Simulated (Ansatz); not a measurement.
# C₂H₇BOS: how energies converge with the basis set

The task here is to estimate one member of a computed series from the others.

Method: one geometry, several basis sets; program: Ansatz 0.2.0, Gaussian basis.

Plan: PBE0-D4/def2-SVP; ωB97M-V/def2-SVP; PBE0-D4/def2-QZVPP; ωB97M-V/def2-QZVPP; the functionals' def2-TZVPP values are taken from earlier runs.

## The relaxed structure

An earlier PBE0-D4 in a triple-zeta def2 set relaxation fixed the geometry.

12 atoms, charge 0, spin multiplicity 1.

Atoms are counted from 1 here; the program's logs count them from 0.

Bond lengths: C1–O2 1.413 Å, C1–H6 1.090 Å, C1–H7 1.094 Å, C1–H8 1.094 Å, O2–B3 1.353 Å, B3–C4 1.566 Å, B3–S5 1.831 Å, C4–H9 1.094 Å, C4–H10 1.094 Å, C4–H11 1.092 Å, S5–H12 1.341 Å. Angles: O2–C1–H6 107.8°, O2–C1–H7 111.0°, O2–C1–H8 111.0°, H6–C1–H7 109.1°, H6–C1–H8 109.1°, H7–C1–H8 108.9°, C1–O2–B3 122.7°, O2–B3–C4 119.0°, O2–B3–S5 118.6°, C4–B3–S5 122.3°, B3–C4–H9 111.2°, B3–C4–H10 111.1°, B3–C4–H11 111.3°, H9–C4–H10 106.5°, H9–C4–H11 108.3°, H10–C4–H11 108.3°, B3–S5–H12 95.7°.

Geometry (Å):

```xyz
12
C2H7BOS
C    -2.0307    0.2755    0.2654
O    -0.8447   -0.4832    0.3791
B     0.3549   -0.0315   -0.0524
C     1.6169   -0.9438    0.1175
S     0.4433    1.6306   -0.8157
H    -2.8459   -0.3183    0.6779
H    -1.9513    1.2122    0.8248
H    -2.2498    0.5058   -0.7815
H     2.0883   -1.1502   -0.8480
H     2.3757   -0.4544    0.7356
H     1.3577   -1.8962    0.5835
H     1.7626    1.5983   -1.0522
```

The first run:

Input file in.yaml:

```yaml
crystal:
  periodic: [false, false, false]
  atoms:
    - {symbol: C, position_ang: [-2.030741, 0.275503, 0.265374]}
    - {symbol: O, position_ang: [-0.844709, -0.483167, 0.379116]}
    - {symbol: B, position_ang: [0.354943, -0.031531, -0.052420]}
    - {symbol: C, position_ang: [1.616934, -0.943761, 0.117486]}
    - {symbol: S, position_ang: [0.443284, 1.630575, -0.815684]}
    - {symbol: H, position_ang: [-2.845878, -0.318263, 0.677935]}
    - {symbol: H, position_ang: [-1.951320, 1.212224, 0.824826]}
    - {symbol: H, position_ang: [-2.249758, 0.505757, -0.781457]}
    - {symbol: H, position_ang: [2.088274, -1.150203, -0.848012]}
    - {symbol: H, position_ang: [2.375676, -0.454427, 0.735634]}
    - {symbol: H, position_ang: [1.357669, -1.896171, 0.583517]}
    - {symbol: H, position_ang: [1.762629, 1.598264, -1.052214]}
basis:
  gaussian: {orbitals: def2-SVP}
hamiltonian: {xc: pbe0, dispersion: d4}
output: {orbitals: {seedname: orbitals}}
```

Command:

```sh
> ansatz run in.yaml --threads 4 --pin off --events-out ev --progress --plain --max-ram 10444MiB
```

Steps of the session up to this table: PBE0-D4 in def2-SVP; ωB97M-V in def2-SVP; PBE0-D4 in def2-QZVPP; ωB97M-V in def2-QZVPP.

One of the session's tables, all rows but one given; the rest of the session is left out.

It belongs to the step «Functionals by basis». 

```
functional       basis  HOMO (eV)  LUMO (eV)
   PBE0-D4    def2-SVP      -7.45       0.68
   PBE0-D4  def2-TZVPP      -7.60       0.42
   PBE0-D4  def2-QZVPP      -7.62       0.33
   ωB97M-V    def2-SVP          ?          ?
   ωB97M-V  def2-TZVPP      -9.81       2.01
   ωB97M-V  def2-QZVPP      -9.84       1.58
```

**Question.** Estimate the row for ωB97M-V, def2-SVP.

The run gave: HOMO (eV): -9.63; LUMO (eV): 2.77. In the column «HOMO (eV)» it lies between ωB97M-V, def2-TZVPP (-9.81) and PBE0-D4, def2-QZVPP (-7.62).
